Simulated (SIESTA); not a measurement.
Runs of SIESTA 5.4.2 on NiMoIrPdW. It takes space group P3m1 (No. 156, trigonal). The conventional cell has a = 4.147 Å, b = 4.147 Å, c = 5.416 Å, α = 90.00°, β = 90.00°, γ = 120.00°. Around Ni (site symmetry 3m) lie 3 W at 2.40 Å and 3 Ir at 2.71 Å. Around Mo (site symmetry 3m) lie 1 W at 2.49 Å and 3 Ir at 2.64 Å and 3 Pd at 2.85 Å. Around Pd (site symmetry 3m) lie 2 Ir at 2.65 to 2.76 Å and 3 W at 2.76 Å and 3 Ni at 2.82 Å and 3 Mo at 2.85 Å. Ir (site symmetry 3m) has 3 Mo at 2.64 Å and 2 Pd at 2.65 to 2.76 Å and 3 Ni at 2.71 Å and 3 W at 2.77 Å as nearest neighbours. Around W (site symmetry 3m) lie 3 Ni at 2.40 Å and 1 Mo at 2.49 Å. The cell was built by a generator and needn't be a form met in nature.

| task | level | potentials or basis | spin | cell | k mesh | optimiser | force tolerance | gap on the mesh (eV) | pressure (GPa) | moment (μB) | relaxed volume (Å³/atom) | largest force (eV/Å) |
| --- | --- | --- | --- | --- | --- | --- | --- | --- | --- | --- | --- | --- |
| relaxation of cell and atoms | vdW-DF2 | PseudoDojo 0.4 standard (PBE files), DZP (energy shift 0.003 Ry; two zetas on semicore shells) | collinear, ferromagnetic start | relaxed | 5 × 5 × 4 | Broyden | 0.02 eV/Å | none | 0.0 | 0.00 | 17.60 | 0.02 |
| relaxation of cell and atoms | optB88-vdW | PseudoDojo 0.4 standard (PBE files), DZP (energy shift 0.003 Ry; two zetas on semicore shells) | collinear, ferromagnetic start | relaxed | 5 × 5 × 4 | Broyden | 0.02 eV/Å | none | 0.0 | 0.00 | 16.32 | 0.02 |
| band structure | PBE | PseudoDojo 0.4 standard (PBE files), DZP (energy shift 0.003 Ry; two zetas on semicore shells) | collinear, ferromagnetic start | relaxed by the run before | 7 × 7 × 5 | - | - | none | 0.0 | 0.00 | - | 0.02 |
| atomic charges | PBE | PseudoDojo 0.4 standard (PBE files), DZP (energy shift 0.003 Ry; two zetas on semicore shells) | collinear, ferromagnetic start | relaxed by the run before | 7 × 7 × 5 | - | - | none | 0.0 | 0.00 | - | 0.02 |
| electrostatic potential | PBE | PseudoDojo 0.4 standard (PBE files), DZP (energy shift 0.003 Ry; two zetas on semicore shells) | collinear, ferromagnetic start | relaxed by the run before | 7 × 7 × 5 | - | - | none | 0.0 | 0.00 | - | 0.02 |
| relaxation of cell and atoms | vdW-DF-cx | PseudoDojo 0.4 standard (PBE files), DZP (energy shift 0.003 Ry; two zetas on semicore shells) | collinear, ferromagnetic start | relaxed | 5 × 5 × 4 | Broyden | 0.02 eV/Å | none | 0.0 | 0.00 | 15.84 | 0.01 |
| band structure | PBE | PseudoDojo 0.4 standard (PBE files, fully relativistic), DZP (energy shift 0.003 Ry; two zetas on semicore shells) | non-collinear, ferromagnetic start, SOC | as given | 7 × 7 × 5 | - | - | none | (b) | 0.00 | - | (a) |
| band structure | PBE | PseudoDojo 0.4 standard (PBE files), DZP (energy shift 0.003 Ry; two zetas on semicore shells) | collinear, ferromagnetic start | as given | 7 × 7 × 5 | - | - | none | 2.9 | 0.00 | - | 0.71 |

Alike in all rows: smearing fermi-dirac 0.05 eV; grid cutoff 800 Ry; energy shift 0.003 Ry.

Q: Fill in the values left out.

A: (a) 0.72; (b) 1.6.

Caveats: short orbitals over semicore shells can move pressures by several GPa; the valence orbitals were made in a potential fitted to the semicore shell under them, which widens gaps by tenths of an eV or more; the basis of atomic orbitals isn't converged, which shifts pressures, moduli and gaps; the potentials were made for another functional, which shifts forces and pressure (some runs); spin-orbit coupling is left out, which moves the levels of the heavy elements (some runs).

A k mesh can miss the band edges, and rows without SOC leave out spin-orbit coupling on Ir, Mo, Pd, W.

A gap of «none» marks a metal or a gap under the smearing width.
